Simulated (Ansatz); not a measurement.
# WSF4: a ladder of functionals and wavefunction methods

An exercise on one series of results from a longer session: the logs are not shown, and one member is left open.

Method: functionals in def2-TZVPP, the program's frozen cores in correlated methods; program: Ansatz 0.2.0, Gaussian basis.

The runs, in order: LDA (SPW92), PBE-D4, revPBE-D4, BLYP-D4, r2SCAN-D4, B97M-V, PBE0-D4, B3LYP-D4, r2SCANh-D4, r2SCAN0-D4, HSE06-D4, BHLYP-D4, CAM-B3LYP-D4, LC-ωPBE, ωB97X-V, ωB97M-V, B2PLYP, PBE-QIDH; CCSD(T)/def2-SVP; CCSD(T)/def2-TZVPP; MP2/def2-QZVPP; extrapolation to the limit; RPA on PBE.

## The geometry

The geometry comes from an earlier relaxation with PBE0-D4 in a triple-zeta def2 set; it is a stationary point. W takes the def2 core potential; no spin-orbit term is included.

SMILES `[F][W]([F])([F])([F])=[S]`, 6 atoms, charge 0, spin multiplicity 1.

Atoms are counted from 1 here; the program's logs count them from 0.

Bond lengths: F1–W2 1.847 Å, W2–F3 1.847 Å, W2–F4 1.847 Å, W2–F5 1.847 Å, W2–S6 2.092 Å. Angles: F1–W2–F3 85.9°, F1–W2–F4 85.9°, F1–W2–F5 149.0°, F1–W2–S6 105.5°, F3–W2–F4 149.0°, F3–W2–F5 85.9°, F3–W2–S6 105.5°, F4–W2–F5 85.9°, F4–W2–S6 105.5°, F5–W2–S6 105.5°.

Set-up of the first run:

The input, in.yaml:

```yaml
crystal:
  periodic: [false, false, false]
  atoms:
    - {symbol: F, position_ang: [-0.752769, -1.555048, 0.668625]}
    - {symbol: W, position_ang: [0.007003, -0.014331, -0.010689]}
    - {symbol: F, position_ang: [1.552070, -0.558180, 0.843428]}
    - {symbol: F, position_ang: [-1.177413, -0.207933, -1.415046]}
    - {symbol: F, position_ang: [1.127475, 0.788819, -1.240316]}
    - {symbol: S, position_ang: [-0.756366, 1.546672, 1.153999]}
basis:
  gaussian: {orbitals: def2-TZVPP}
hamiltonian: {xc: lda}
output: {orbitals: {seedname: orbitals}}
```

Steps of the session up to this table: LDA; PBE-D4 (GGA); revPBE-D4 (GGA); BLYP-D4 (GGA); r2SCAN-D4 (meta-GGA); B97M-V (meta-GGA); PBE0-D4 (hybrid); B3LYP-D4 (hybrid); r2SCANh-D4 (hybrid); r2SCAN0-D4 (hybrid); HSE06-D4 (hybrid); BHLYP-D4 (hybrid); CAM-B3LYP-D4 (range-separated); LC-ωPBE (range-separated); ωB97X-V (range-separated); ωB97M-V (range-separated); B2PLYP (double hybrid); PBE-QIDH (double hybrid).

One table of the session follows, with a row left open; its other results are not shown here.

It belongs to the step «Frontier levels by functional». 

```
  functional  HOMO (eV)  LUMO (eV)  gap (eV)
 LDA (SPW92)      -8.28      -4.70      3.59
      PBE-D4          ?          ?         ?
   revPBE-D4      -8.00      -4.32      3.68
     BLYP-D4      -7.93      -4.32      3.61
   r2SCAN-D4      -8.44      -4.41      4.03
      B97M-V      -8.48      -4.39      4.09
     PBE0-D4      -9.44      -3.66      5.78
    B3LYP-D4      -9.19      -3.89      5.29
  r2SCANh-D4      -8.94      -4.11      4.83
  r2SCAN0-D4      -9.68      -3.64      6.05
    HSE06-D4      -9.04      -4.04      4.99
    BHLYP-D4     -10.63      -2.71      7.92
CAM-B3LYP-D4     -10.74      -2.51      8.22
     LC-ωPBE     -12.02      -1.26     10.75
     ωB97X-V     -11.69      -1.35     10.34
     ωB97M-V     -11.55      -1.35     10.21
```

**Question.** Estimate the row for PBE-D4.

As computed: HOMO (eV): -8.08; LUMO (eV): -4.42; gap (eV): 3.66. In the column «HOMO (eV)» it lies between LDA (SPW92) (-8.28) and revPBE-D4 (-8.00).
